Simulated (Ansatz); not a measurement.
# GaH3: vertical ionisation energy

Aim: the vertical ionisation energy of GaH3, as cation minus neutral at the neutral's geometry, on several levels, and how well −ε(HOMO) stands in for it.

Method: unrestricted cation, the program's frozen cores in correlated methods; program: Ansatz 0.2.0, Gaussian basis.

Levels to be run: UKS PBE-D4/def2-TZVPP; UKS r2SCAN-D4/def2-TZVPP; UKS PBE0-D4/def2-TZVPP; UKS B3LYP-D4/def2-TZVPP; UKS wB97X-V/def2-TZVPP; UKS wB97M-V/def2-TZVPP; UKS B2PLYP/def2-TZVPP; UHF-CCSD(T)/def2-TZVPP; UHF-CCSD(T)/def2-QZVPP; extrapolation to the limit; then −ε(HOMO) from the neutral's earlier runs with LDA (SPW92), PBE-D4, revPBE-D4, BLYP-D4, r2SCAN-D4, B97M-V, PBE0-D4, B3LYP-D4, r2SCANh-D4, r2SCAN0-D4, HSE06-D4, BHLYP-D4, CAM-B3LYP-D4, LC-ωPBE, ωB97X-V, ωB97M-V.

## 1. The relaxed structure

An earlier PBE0-D4 in a triple-zeta def2 set relaxation fixed the geometry.

SMILES `[GaH3]`, 4 atoms, charge 0, spin multiplicity 1.

Atoms are counted from 1 here; the program's logs count them from 0.

Bond lengths: Ga1–H2 1.568 Å, Ga1–H3 1.568 Å, Ga1–H4 1.568 Å. Angles: H2–Ga1–H3 120.0°, H2–Ga1–H4 120.0°, H3–Ga1–H4 120.0°.

## 2. Cation, UKS PBE-D4/def2-TZVPP

Contents of in.yaml:

```yaml
crystal:
  periodic: [false, false, false]
  atoms:
    - {symbol: Ga, position_ang: [0.013420, -0.014896, -0.004562]}
    - {symbol: H, position_ang: [1.252397, 0.343754, 0.887688]}
    - {symbol: H, position_ang: [-0.552064, -1.477782, -0.009733]}
    - {symbol: H, position_ang: [-0.658355, 1.088723, -0.893695]}
basis:
  gaussian: {orbitals: def2-TZVPP}
total_charge: 1
magnetization: {spin_polarized: true, initial_magnetization: 1}
hamiltonian: {xc: pbe, dispersion: d4}
```

After this run come: Cation, UKS r2SCAN-D4/def2-TZVPP; Cation, UKS PBE0-D4/def2-TZVPP; Cation, UKS B3LYP-D4/def2-TZVPP; Cation, UKS wB97X-V/def2-TZVPP; Cation, UKS wB97M-V/def2-TZVPP; Cation, UKS B2PLYP (frozen core)/def2-TZVPP; Cation, UHF-CCSD(T)/def2-TZVPP; Cation, UHF-CCSD(T)/def2-QZVPP.

**Question.** What will the summary of the whole plan be? Wanted: ionisation energy, CCSD(T)/CBS; nearest functional by difference; nearest −ε(HOMO); −ε(HOMO) of PBE; T1 of the cation.

**Answer**, as computed:

| quantity | value |
| --- | --- |
| ionisation energy, CCSD(T)/CBS | 11.39 eV |
| nearest functional by difference | ωB97X-V (-0.01 eV) |
| nearest −ε(HOMO) | LC-ωPBE (+0.00 eV) |
| −ε(HOMO) of PBE | 7.35 eV |
| T1 of the cation | 0.021 |

What this shows: Energy differences with functionals land within 0.42 eV of the reference. −ε(HOMO) of PBE misses by 4.0 eV, since self-interaction lifts the level. Among orbital estimates LC-ωPBE comes nearest. Hartree-Fock falls 0.79 eV short, as the neutral has more correlation energy than the cation. The cation may have settled in a state other than its lowest; no search over hole states beyond the program's own was made. Correlated methods include outer-core shells of Ga, which these sets cover unevenly. With outer-core shells in play the reference is unsure by up to some tenths of an eV, so close misses can't be ranked.
